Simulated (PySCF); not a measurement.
# C₄H₈O₂Si: electronic excitations

What electronic excitations should C₄H₈O₂Si (`CO[C@]1(C=O)C[SiH2]1`) show?

The runs use PySCF 2.14.0, with density-fitted response routines of our own; the level of theory stands in each step. All values are computed, except where a source is named. Atoms are numbered from 0 throughout.

### Step 1. Starting geometry

15 atoms, charge 0, multiplicity 1; geometry from: GFN2-xTB.

Bonds of the start (Å): C0–O1 1.41, O1–C2 1.40, C2–C3 1.44, C3–O4 1.22, C2–C5 1.54, C5–Si6 1.87, Si6–C2 1.96, C0–H7 1.09, C0–H8 1.09, C0–H9 1.09, C3–H10 1.11, C5–H11 1.08, C5–H12 1.08, Si6–H13 1.45, Si6–H14 1.45.

### Step 2. Excited states and response: wB97X-D/def2-SVPD

The job: settings as JSON, then the geometry in Å.

```
{"job": {"kind": "uv", "xc": "wB97X-D", "basis": "def2-SVPD", "nstates": 8, "ntriplets": 3}, "charge": 0, "multiplicity": 1}
C      1.491981     0.196894    -1.508390
O      0.164507    -0.224715    -1.262455
C     -0.307294     0.103739     0.009882
C     -0.732190     1.453927     0.257830
O     -1.073998     1.877891     1.346903
C      0.212065    -0.715470     1.205652
Si    -1.543676    -1.196314     0.793477
H      1.745501    -0.157129    -2.505741
H      1.575180     1.287946    -1.473942
H      2.188982    -0.231744    -0.780779
H     -0.795049     2.086908    -0.649211
H      1.027188    -1.384243     0.963399
H      0.408865    -0.114351     2.083681
H     -1.735813    -2.356524    -0.055077
H     -2.630662    -0.618827     1.552857
```

With the program's defaults for keys left out, this is: TDDFT wB97X-D/def2-SVPD, vertical, gas phase, core orbitals frozen in the response.

The run is started by

```
$ OMP_NUM_THREADS=1 python probes_run.py task.json out
```

This one command runs all jobs of the session in turn.

Standard output:

```text
coarse grid: 13104 points
cycle   1  E = -596.4140102825  dE =  1.175e+00  |g| = 9.379e-01  |ddm| = 5.263e+00
cycle   2  E = -596.2098945061  dE =  2.041e-01  |g| = 1.451e+00  |ddm| = 3.620e+00
cycle   3  E = -596.6012049066  dE = -3.913e-01  |g| = 1.193e-01  |ddm| = 2.283e+00
cycle   4  E = -596.6035046626  dE = -2.300e-03  |g| = 7.504e-02  |ddm| = 2.324e-01
cycle   5  E = -596.6046066808  dE = -1.102e-03  |g| = 1.248e-02  |ddm| = 1.171e-01
cycle   6  E = -596.6046630539  dE = -5.637e-05  |g| = 5.596e-03  |ddm| = 4.016e-02
cycle   7  E = -596.6046752827  dE = -1.223e-05  |g| = 1.781e-03  |ddm| = 2.003e-02
cycle   8  E = -596.6046774265  dE = -2.144e-06  |g| = 5.784e-04  |ddm| = 9.918e-03
final grid: 122152 points
cycle   9  E = -596.7011629284  dE = -9.561e-05  |g| = 3.937e-03  |ddm| = 1.486e-01
cycle  10  E = -596.7011648257  dE = -1.897e-06  |g| = 3.688e-03  |ddm| = 2.328e-02
cycle  11  E = -596.7011674750  dE = -2.649e-06  |g| = 9.716e-04  |ddm| = 5.719e-03
cycle  12  E = -596.7011676569  dE = -1.818e-07  |g| = 4.689e-04  |ddm| = 3.294e-03
cycle  13  E = -596.7011677159  dE = -5.905e-08  |g| = 7.411e-05  |ddm| = 1.116e-03
cycle  14  E = -596.7011677195  dE = -3.589e-09  |g| = 3.399e-05  |ddm| = 3.672e-04
cycle  15  E = -596.7011677202  dE = -7.014e-10  |g| = 1.277e-05  |ddm| = 2.168e-04
converged SCF energy = -596.7011677202

Static polarisability (au): isotropic 82.907, principal 69.688 82.826 96.207

Singlet excitations
state   eV       nm        f      main configurations
  1   4.2776    289.8   0.01044   H->L 0.45, H-1->L 0.30
  2   5.3909    230.0   0.22352   H->L 0.47, H-1->L 0.46
  3   6.2031    199.9   0.01849   H-2->L 0.55, H-1->L 0.16, H->L+1 0.15
  4   6.3755    194.5   0.06309   H->L+1 0.71, H-2->L 0.19
  5   6.8021    182.3   0.00704   H->L+4 0.35, H->L+3 0.19, H->L+2 0.14
  6   6.9111    179.4   0.01210   H-1->L+1 0.64, H->L+4 0.10, H->L+2 0.09
  7   7.1050    174.5   0.01940   H->L+2 0.34, H-3->L 0.33, H->L+5 0.17
  8   7.1389    173.7   0.00344   H->L+3 0.23, H->L+4 0.17, H->L+6 0.14

Triplet excitations (Tamm-Dancoff, eV): 3.7077 4.2366 5.2154
```

Wall time 2.2 min (1 thread of Intel Xeon at 2.50GHz, shared host); peak memory 0.88 GiB.

The orbitals next to the gap, with their largest atomic shares:

```tsv
orbital	eV	atoms
HOMO−3	-11.08	O1 26 %, C5 23 %, Si6 12 %
HOMO−2	-10.23	O1 37 %, O4 21 %, C5 12 %
HOMO−1	-9.30	O4 37 %, C2 15 %, O1 14 %
HOMO	-8.65	O4 22 %, C2 19 %, Si6 18 %
LUMO	0.61	Si6 30 %, C3 22 %, O4 15 %
LUMO+1	1.83	Si6 21 %, C5 16 %, O4 10 %
LUMO+2	2.26	Si6 39 %, H13 10 %, C0 8 %
```

With each of the 8 states as a Gaussian band of 0.4 eV half-width at 1/e, the curve within the window shown has maxima at 289 nm (ε 430), 230 nm (ε 9,100), 195 nm (ε 3,400) L/(mol cm). Beyond the last state computed it falls off for lack of states. The curve at chosen wavelengths:

nm, ε (L/mol/cm) and a bar:
```
      167        581 ##
      174       1483 #####
      181       2021 #######
      187       2654 #########
      194       3386 ###########
      201       2984 ##########
      208       2565 #########
      215       4098 ##############
      221       6706 #######################
      228       8914 ##############################
      235       8425 ############################
      242       5925 ####################
      249       3265 ###########
      255       1691 ######
      262        744 ##
      269        417 #
      276        374 #
      283        409 #
      289        427 #
      296        406 #
      303        345 #
      310        265 #
      317        186 
      323        129 
      330         80 
      337         46
```

Leading natural transition orbitals of singlet state 2: the hole lies on C2 28 %; Si6 21 %; O4 16 %; the particle on C3 24 %; Si6 19 %; O4 16 %.

Leading natural transition orbitals of singlet state 1: the hole lies on O4 62 %; H10 12 %; C2 9 %; the particle on C3 38 %; O4 25 %; Si6 11 %.

Further results of this job:

```tsv
property	computed
dipole moment (D)	2.82
polarisability (Å³)	12.29
HOMO–LUMO gap (eV)	9.26
−ε(HOMO) (eV)	8.65
```

The fields below are evaluated on a grid from the run's orbitals.

Frontier orbitals at wB97X-D/def2-SVPD, with the share of their density that lies nearest to each atom:

```tsv
orbital	energy (eV)	lies on
HOMO	-8.65	O4 23 %; C2 22 %; Si6 18 %
LUMO	0.61	Si6 21 %; C3 21 %; O4 14 %
```

ELF in a plane through or near 5 of the atoms.

Ten even steps from '0' (0.00) to '9' (1.00):
```
0000000000000000000000000000
0000000000000000000000000000
0000000000000000000000000000
0000000000047410000000000000
0000000000499981012000000000
0000000000399996222000000000
0000001310059985430000000000
0000003760001345310027630000
0000002662121257411599993000
0000124553687548974999997000
0000689974744658921399997000
0001999993688413227259862000
0000799971277200211133210000
0000168720044000699851000000
0000000000000000699851000000
0000000000000000378620000000
0000000000000000011100000000
0000000000000000000000000000
0000000000000000000000000000
0000000000000000000000000000
```
The map spans 11.3 Å across and 9.6 Å up, centred on the molecule. Atoms in the plane (x, y in Å): O1 (-0.9, -0.3), Si6 (1.9, -0.7), H7 (-2.9, -0.7), H10 (-0.3, 2.2), H14 (3.1, 0.1).

On the surface of density 0.002 e/bohr³ the electrostatic potential runs, from the 1st to the 99th percentile, from -1.85 V near O4 to 1.40 V near Si6.

### Step 3. Outcome

| quantity | value |
| --- | --- |
| lowest singlet (wB97X-D/def2-SVPD) | 4.28 eV (290 nm), f = 0.010 |
| brightest single state of those computed | state 2, 5.39 eV, f = 0.224 |
| lowest triplet | 3.71 eV |
| surface potential, 1st and 99th percentile | -1.85 V and 1.40 V |

**Reading.** The first singlet state (HOMO→LUMO 0.45, HOMO−1→LUMO 0.30) lies at 4.28 eV and is weak; of the 8 states computed, the strongest absorption comes from state 2 at 5.39 eV. The lowest triplet lies 0.57 eV below the lowest singlet (triplets in Tamm-Dancoff, singlets in full TDDFT).
